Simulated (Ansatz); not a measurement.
**CH₃BN₂: a ladder of functionals and wavefunction methods**

An exercise on one series of results from a longer session: the logs are not shown, and one member is left open.

The runs use Ansatz 0.2.0, Gaussian basis; functionals in def2-TZVPP, the program's frozen cores in correlated methods.

Plan: LDA (SPW92), PBE-D4, revPBE-D4, BLYP-D4, r2SCAN-D4, B97M-V, PBE0-D4, B3LYP-D4, r2SCANh-D4, r2SCAN0-D4, HSE06-D4, BHLYP-D4, CAM-B3LYP-D4, LC-ωPBE, ωB97X-V, ωB97M-V, B2PLYP, PBE-QIDH; CCSD(T)/def2-SVP; CCSD(T)/def2-TZVPP; MP2/def2-QZVPP; extrapolation to the limit; RPA on PBE.

### Structure used throughout

All runs share one geometry, relaxed beforehand with PBE0-D4 in a triple-zeta def2 set.

7 atoms, charge 0, spin multiplicity 1.

Atoms are counted from 1 here; the program's logs count them from 0.

Bond lengths: B1–N2 1.462 Å, B1–C3 1.719 Å, B1–N4 1.491 Å, B1–H5 1.189 Å, N2–C3 1.299 Å, C3–N4 1.407 Å, C3–H6 1.094 Å, N4–H7 1.015 Å. Angles: N2–B1–C3 47.4°, N2–B1–N4 95.2°, N2–B1–H5 131.8°, C3–B1–N4 51.4°, C3–B1–H5 151.3°, N4–B1–H5 130.0°, B1–N2–C3 76.7°, B1–C3–N2 55.9°, B1–C3–N4 55.9°, B1–C3–H6 155.3°, N2–C3–N4 107.4°, N2–C3–H6 128.3°, N4–C3–H6 123.9°, B1–N4–C3 72.7°, B1–N4–H7 124.5°, C3–N4–H7 119.2°.

The first run:

in.yaml

```yaml
crystal:
  periodic: [false, false, false]
  atoms:
    - {symbol: B, position_ang: [-0.442061, 0.652214, -0.534106]}
    - {symbol: N, position_ang: [-1.193747, 0.243247, 0.651442]}
    - {symbol: C, position_ang: [-0.082246, -0.420266, 0.760014]}
    - {symbol: N, position_ang: [0.890635, 0.264179, 0.009432]}
    - {symbol: H, position_ang: [-0.780223, 0.858109, -1.654828]}
    - {symbol: H, position_ang: [0.081453, -1.397130, 1.224556]}
    - {symbol: H, position_ang: [1.587490, -0.268353, -0.502210]}
basis:
  gaussian: {orbitals: def2-TZVPP}
hamiltonian: {xc: lda}
output: {orbitals: {seedname: orbitals}}
```

The run is started by

```bash
ansatz run in.yaml --threads 2 --pin off --events-out ev --progress --plain --max-ram 4352MiB
```

Among the steps run: LDA; PBE-D4 (GGA); revPBE-D4 (GGA); BLYP-D4 (GGA); r2SCAN-D4 (meta-GGA); B97M-V (meta-GGA); B3LYP-D4 (hybrid); r2SCANh-D4 (hybrid); r2SCAN0-D4 (hybrid); HSE06-D4 (hybrid); BHLYP-D4 (hybrid); CAM-B3LYP-D4 (range-separated); LC-ωPBE (range-separated); ωB97X-V (range-separated); ωB97M-V (range-separated); B2PLYP (double hybrid); PBE-QIDH (double hybrid).

One of the session's tables, all rows but one given; the rest of the session is left out.

It belongs to the step «Frontier levels by functional». 

```
  functional  HOMO (eV)  gap (eV)
 LDA (SPW92)      -6.45      4.14
      PBE-D4      -6.30      4.27
   revPBE-D4      -6.25      4.32
     BLYP-D4      -6.16      4.25
   r2SCAN-D4          ?         ?
      B97M-V      -6.62      4.97
     PBE0-D4      -7.59      6.65
    B3LYP-D4      -7.35      6.15
  r2SCANh-D4      -7.03      5.72
  r2SCAN0-D4      -7.76      7.03
    HSE06-D4      -7.18      5.86
    BHLYP-D4      -8.73      8.93
CAM-B3LYP-D4      -8.94      9.14
     LC-ωPBE     -10.31     11.74
     ωB97X-V      -9.94     11.29
     ωB97M-V      -9.86     11.00
```

Estimate the missing values for r2SCAN-D4.

Worked estimate for «HOMO (eV)». Against the share of exact exchange, r2SCANh-D4 (0.1, -7.03), r2SCAN0-D4 (0.25, -7.76) give a slope of -4.87 per unit share; at 0 the line stands at -6.54.

As computed: HOMO (eV): -6.55; gap (eV): 4.84. In «HOMO (eV)» the line misses by +0.01.
